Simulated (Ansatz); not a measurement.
Predict the output of the script below (Ansatz's Python interface).

The script, `methods_c2h8bn.py`:
```python
'''C2H8BN at several levels of theory.'''

import warnings

import ansatz as az

GEOMETRY = '''
C    -0.69130    1.07160   -0.59150
B     0.03740   -0.18610   -0.11310
C     1.04620   -0.05890    1.07190
N    -0.10810   -1.52540   -0.78570
H    -1.41770    0.86570   -1.46290
H    -1.33730    1.54220    0.23580
H     0.01830    1.88290   -0.93470
H     0.59280    0.31590    1.98830
H     1.54050   -1.03250    1.33730
H     1.87930    0.66150    0.83580
H    -0.91660   -1.42750   -1.50560
H    -0.56650   -2.16460   -0.04180
'''

warnings.simplefilter('ignore', az.DeckWarning)

mol = az.Crystal.molecule()
for line in GEOMETRY.strip().splitlines():
    symbol, *xyz = line.split()
    mol = mol.atom(symbol, [float(v) for v in xyz])

setup = mol.calculation().basis(gaussian='cc-pVDZ')

methods = ['mp2', 'ccsd', 'ccsd_t']
batch = az.Session.batch([setup.correlation(m).input() for m in methods])
reports = sorted(batch.plan().execute().molecular_reports, key=lambda each: each['member'])
print(f'Hartree-Fock reference {reports[0]["reference_energy_ev"] / 27.211386246:.6f} Ha')
best = reports[-1]['free_energy_ev'] - reports[-1]['reference_energy_ev']
for method, each in zip(methods, reports):
    gained = each['free_energy_ev'] - each['reference_energy_ev']
    print(f'{method:8s} total {each["free_energy_ev"] / 27.211386246:.6f} Ha  correlation {gained:9.4f} eV  ({100 * gained / best:.1f} % of the last)')
```

```console
$ python methods_c2h8bn.py
Hartree-Fock reference -159.564115 Ha
mp2      total -160.120649 Ha  correlation  -15.1441 eV  (88.6 % of the last)
ccsd     total -160.174295 Ha  correlation  -16.6039 eV  (97.2 % of the last)
ccsd_t   total -160.191990 Ha  correlation  -17.0854 eV  (100.0 % of the last)
```

Reading the output:
- These settings explore the input space; basis and method may be short of convergence.
- The geometry is a force-field or estimated start, not a minimum of this method, and the basis set is short of its limit. A lower total doesn't mark the better method: functionals have no common bound, and MP2 and coupled cluster aren't variational.
- Inner cores stay frozen, so this is valence correlation.

(Lines on the test bed's own set-up are left out of the output.)
